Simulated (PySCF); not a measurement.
**Cyanopolyynes (C7HN): geometry, NMR shifts, spin-spin couplings and electronic excitations**

Wanted: the NMR shifts, spin-spin couplings and electronic excitations of Cyanopolyynes (C7HN) (`C#CC#CC#CC#N`), by calculation.

Programs: PySCF 2.14.0, with density-fitted response routines of our own. Each step states its level of theory. These are calculated values for one molecule in the gas phase, unless marked as measured. Atoms count from 0, in the outputs and in this text.

**1. Starting geometry**

9 atoms, charge 0, multiplicity 1; geometry from: GFN2-xTB.

Bonds of the start (Å): C0–C1 1.21, C1–C2 1.35, C2–C3 1.22, C3–C4 1.34, C4–C5 1.22, C5–C6 1.35, C6–N7 1.15, C0–H8 1.05.

**2. Optimising the geometry at PBE0-D3(BJ)/def2-SVP**

The job: settings as JSON, then the geometry in Å.

```
{"job": {"xc": "PBE0", "basis": "def2-SVP", "d3": "d3bj", "grid": 1, "kind": "geom"}, "charge": 0, "multiplicity": 1}
C     -3.709699    -0.228144    -0.901329
C     -2.538777    -0.140209    -0.618608
C     -1.233111    -0.042569    -0.303133
C     -0.050358     0.044620    -0.015613
C      1.246131     0.140867     0.298503
C      2.429210     0.227981     0.585619
C      3.739962     0.326148     0.902370
N      4.856661     0.409505     1.173075
H     -4.726457    -0.304966    -1.146065
```

**Question.** This job is followed by: GIAO PBE0/pcSseg-1 NMR shielding, non-relativistic, gas phase; B3LYP/pcJ-1 indirect spin-spin coupling, non-relativistic, gas phase; TDDFT CAM-B3LYP/def2-SVPD, vertical, gas phase, core orbitals frozen in the response; GIAO PBE/pcSseg-2 NMR shielding, non-relativistic, gas phase. Predict these results of the whole session: point group; rotational constants (main isotopes); 13C shifts against TMS (PBE0/pcSseg-1); 1H shifts against TMS (PBE0/pcSseg-1); 15N shifts against NH3 (PBE0/pcSseg-1); lowest singlet (CAM-B3LYP/def2-SVPD); brightest single state of those computed; lowest triplet; vertical electron affinity (ΔSCF); range of the shift of N7; property runs in this session.

The runs gave:

| quantity | value |
| --- | --- |
| point group | C∞v |
| rotational constants (main isotopes) | 0.56, 0.56 GHz |
| 13C shifts against TMS (PBE0/pcSseg-1) | 112.2, 73.8, 72.7, 70.1, 68.8, 63.4, 52.7 ppm |
| 1H shifts against TMS (PBE0/pcSseg-1) | 1.82 ppm |
| 15N shifts against NH3 (PBE0/pcSseg-1) | 311.8 ppm |
| lowest singlet (CAM-B3LYP/def2-SVPD) | 3.32 eV (374 nm), f = 0.000 |
| brightest single state of those computed | state 7, 6.19 eV, f = 3.679 |
| lowest triplet | 2.68 eV |
| vertical electron affinity (ΔSCF) | 1.28 eV |
| range of the shift of N7 | 306.5 to 311.8 ppm |
| property runs in this session | 4, of which 0 failed and 1 gave unsound results |

**Reading.** Over 2 steps the energy fell by 0.056 eV; of the close pairs, C0–H8 changed most, 1.049 to 1.075 Å. C6 (nitrile carbon) lies farthest downfield among carbon, at 112.2 ppm; typical of a nitrile. At PBE0/pcSseg-1: The largest span, 582 ppm, is at N7, where the paramagnetic term is -387 ppm. The first singlet state (HOMO→LUMO 0.46, HOMO−1→LUMO+1 0.46) lies at 3.32 eV and is dark; of the 10 states computed, the strongest absorption comes from state 7 at 6.19 eV. The lowest triplet lies 0.64 eV below the lowest singlet (triplets in Tamm-Dancoff, singlets in full TDDFT). In ppm, N7 moves most: its shift spreads over 5.3 ppm, from 306.5 (PBE/pcSseg-2) to 311.8 (PBE0/pcSseg-1). Most of that comes from the computed reference, not from the atom's own shielding.
